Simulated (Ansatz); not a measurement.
# Y6Ga4Pt13: the cost of one run

Program: Ansatz 0.2.0. Level of theory: DFT, levels as named, plane waves, PAW. These are calculated values, not measurements.

## (1) Starting point

The structure is cubic, space group Im-3m (No. 229). Conventional cell: a = 9.447 Å, b = 9.447 Å, c = 9.447 Å, α = 90.00°, β = 90.00°, γ = 90.00°. Around Y (site symmetry 4mm) lie 9 Pt at 2.84 to 3.07 Å. Ga (site symmetry -3m) has 6 Pt at 2.56 Å in its first shell of neighbours. Around Pt (site symmetry m-3m) lie 6 Y at 2.84 Å. Pt (site symmetry mm2) is surrounded by 2 Ga at 2.56 Å and 4 Pt at 2.74 Å.

As a file:

```xyz
23
Lattice="-4.7233 4.7233 4.7233 4.7233 -4.7233 4.7233 4.7233 4.7233 -4.7233" Properties=species:S:1:pos:R:3 pbc="T T T"
Y     2.8382    0.0000    0.0000
Y     0.0000    2.8382    0.0000
Y     6.6083    0.0000    0.0000
Y     0.0000    6.6083    0.0000
Y     0.0000    0.0000    2.8382
Y     0.0000    0.0000    6.6083
Ga    2.3616    2.3616    2.3616
Ga   -2.3616    2.3616    2.3616
Ga    2.3616    2.3616   -2.3616
Ga    2.3616   -2.3616    2.3616
Pt    0.0000    0.0000    0.0000
Pt    0.0000    3.0632    3.0632
Pt    1.6600    4.7233   -1.6600
Pt    4.7233    1.6600   -1.6600
Pt    3.0632    0.0000    3.0632
Pt    4.7233    1.6600    1.6600
Pt    1.6600    4.7233    1.6600
Pt    4.7233   -1.6600    1.6600
Pt   -1.6600    4.7233    1.6600
Pt   -1.6600    1.6600    4.7233
Pt    3.0632    3.0632    0.0000
Pt    1.6600    1.6600    4.7233
Pt    1.6600   -1.6600    4.7233
```

## (2) Relaxation with PBE

input.yaml reads:

```yaml
crystal:
  lattice:
    - [-4.72325, 4.72325, 4.72325]
    - [4.72325, -4.72325, 4.72325]
    - [4.72325, 4.72325, -4.72325]
  atoms:
    - { symbol: "Y", position: [0.0, 0.30045, 0.30045] }
    - { symbol: "Y", position: [0.30045, 0.0, 0.30045] }
    - { symbol: "Y", position: [0.0, 0.69955, 0.69955] }
    - { symbol: "Y", position: [0.69955, 0.0, 0.69955] }
    - { symbol: "Y", position: [0.30045, 0.30045, 0.0] }
    - { symbol: "Y", position: [0.69955, 0.69955, 0.0] }
    - { symbol: Ga, position: [0.5, 0.5, 0.5] }
    - { symbol: Ga, position: [0.5, 0.0, 0.0] }
    - { symbol: Ga, position: [0.0, 0.0, 0.5] }
    - { symbol: Ga, position: [0.0, 0.5, 0.0] }
    - { symbol: Pt, position: [0.0, 0.0, 0.0] }
    - { symbol: Pt, position: [0.64854, 0.32427, 0.32427] }
    - { symbol: Pt, position: [0.32427, 0.0, 0.67573] }
    - { symbol: Pt, position: [0.0, 0.32427, 0.67573] }
    - { symbol: Pt, position: [0.32427, 0.64854, 0.32427] }
    - { symbol: Pt, position: [0.35146, 0.67573, 0.67573] }
    - { symbol: Pt, position: [0.67573, 0.35146, 0.67573] }
    - { symbol: Pt, position: [0.0, 0.67573, 0.32427] }
    - { symbol: Pt, position: [0.67573, 0.0, 0.32427] }
    - { symbol: Pt, position: [0.67573, 0.32427, 0.0] }
    - { symbol: Pt, position: [0.32427, 0.32427, 0.64854] }
    - { symbol: Pt, position: [0.67573, 0.67573, 0.35146] }
    - { symbol: Pt, position: [0.32427, 0.67573, 0.0] }
  symmetry: { tolerance: 0.0003 }
hamiltonian:
  xc: pbe
  pseudopotentials: { kind: paw, azcp: { folder: soft_1 } }
basis:
  ecutwfc: 420
magnetization:
  spin_polarized: false
scf:
  occupations: { method: fermi_dirac, width: 0.1 }
kpoints:
  mp_grid: { grid: [5, 5, 5], shift: [0, 0, 0] }
output:
  forces: true
  stress: true
  eigenvalues: true
relax:
  max_steps: 60
  cell: {}
```

Launch:

```bash
$ ansatz run input.yaml --threads 6 --pin off --max-ram 14336MiB --backend cpu --events-out ev --progress --plain --runs-dir out
```

**Question.** How long does this run take on 6 threads of AMD EPYC 9R45 (Zen 5), shared host, and how much memory does it need?

About 33 s, with a peak of 3 GiB.
